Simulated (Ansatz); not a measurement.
# GeBrCl3: up Jacob's ladder to CCSD(T)

An exercise on one series of results from a longer session: the logs are not shown, and one member is left open.

Computed with Ansatz 0.2.0, Gaussian basis. Level: functionals in def2-TZVPP, the program's frozen cores in correlated methods.

The runs, in order: LDA (SPW92), PBE-D4, revPBE-D4, BLYP-D4, r2SCAN-D4, B97M-V, PBE0-D4, B3LYP-D4, r2SCANh-D4, r2SCAN0-D4, HSE06-D4, BHLYP-D4, CAM-B3LYP-D4, LC-ωPBE, ωB97X-V, ωB97M-V, B2PLYP, PBE-QIDH; CCSD(T)/def2-SVP; CCSD(T)/def2-TZVPP; MP2/def2-QZVPP; extrapolation to the limit; RPA on PBE.

## Structure used throughout

The geometry comes from an earlier relaxation with PBE0-D4 in a triple-zeta def2 set; it is a stationary point.

5 atoms, charge 0, spin multiplicity 1.

Atoms are counted from 1 here; the program's logs count them from 0.

Bond lengths: Cl1–Ge2 2.119 Å, Ge2–Cl3 2.119 Å, Ge2–Cl4 2.119 Å, Ge2–Br5 2.270 Å. Angles: Cl1–Ge2–Cl3 109.1°, Cl1–Ge2–Cl4 109.1°, Cl1–Ge2–Br5 109.9°, Cl3–Ge2–Cl4 109.1°, Cl3–Ge2–Br5 109.9°, Cl4–Ge2–Br5 109.9°.

The first run:

File in.yaml:

```yaml
crystal:
  periodic: [false, false, false]
  atoms:
    - {symbol: Cl, position_ang: [-0.912889, -0.257942, 1.891897]}
    - {symbol: Ge, position_ang: [0.005635, -0.035532, -0.004585]}
    - {symbol: Cl, position_ang: [1.798401, -1.164411, -0.041701]}
    - {symbol: Cl, position_ang: [-1.305284, -0.769865, -1.498570]}
    - {symbol: Br, position_ang: [0.464036, 2.154151, -0.388240]}
basis:
  gaussian: {orbitals: def2-TZVPP}
hamiltonian: {xc: lda}
output: {orbitals: {seedname: orbitals}}
```

The run is started by

```console
$ ansatz run in.yaml --threads 4 --pin off --events-out ev --progress --plain --max-ram 10444MiB
```

Among the steps run: LDA; PBE-D4 (GGA); revPBE-D4 (GGA); BLYP-D4 (GGA); r2SCAN-D4 (meta-GGA); B97M-V (meta-GGA); PBE0-D4 (hybrid); B3LYP-D4 (hybrid); r2SCANh-D4 (hybrid); r2SCAN0-D4 (hybrid); HSE06-D4 (hybrid); BHLYP-D4 (hybrid); CAM-B3LYP-D4 (range-separated); LC-ωPBE (range-separated); ωB97X-V (range-separated); ωB97M-V (range-separated); B2PLYP (double hybrid); PBE-QIDH (double hybrid).

One of the session's tables, all rows but one given; the rest of the session is left out.

It belongs to the step «Frontier levels by functional». 

```
  functional  HOMO (eV)  LUMO (eV)  gap (eV)
 LDA (SPW92)          ?          ?         ?
      PBE-D4      -7.83      -3.35      4.49
   revPBE-D4      -7.78      -3.24      4.54
     BLYP-D4      -7.64      -3.28      4.36
   r2SCAN-D4      -8.21      -3.16      5.05
      B97M-V      -8.28      -3.02      5.27
     PBE0-D4      -9.19      -2.42      6.77
    B3LYP-D4      -8.89      -2.72      6.17
  r2SCANh-D4      -8.70      -2.83      5.88
  r2SCAN0-D4      -9.44      -2.31      7.12
    HSE06-D4      -8.79      -2.79      6.00
    BHLYP-D4     -10.36      -1.40      8.95
CAM-B3LYP-D4     -10.52      -1.40      9.12
     LC-ωPBE     -11.97      -0.17     11.80
     ωB97X-V     -11.58      -0.25     11.34
     ωB97M-V     -11.41      -0.37     11.04
```

**Question.** Estimate the row for LDA (SPW92).

**Answer.** HOMO (eV): -7.99; LUMO (eV): -3.66; gap (eV): 4.34. In the column «HOMO (eV)» it lies between r2SCAN-D4 (-8.21) and PBE-D4 (-7.83).
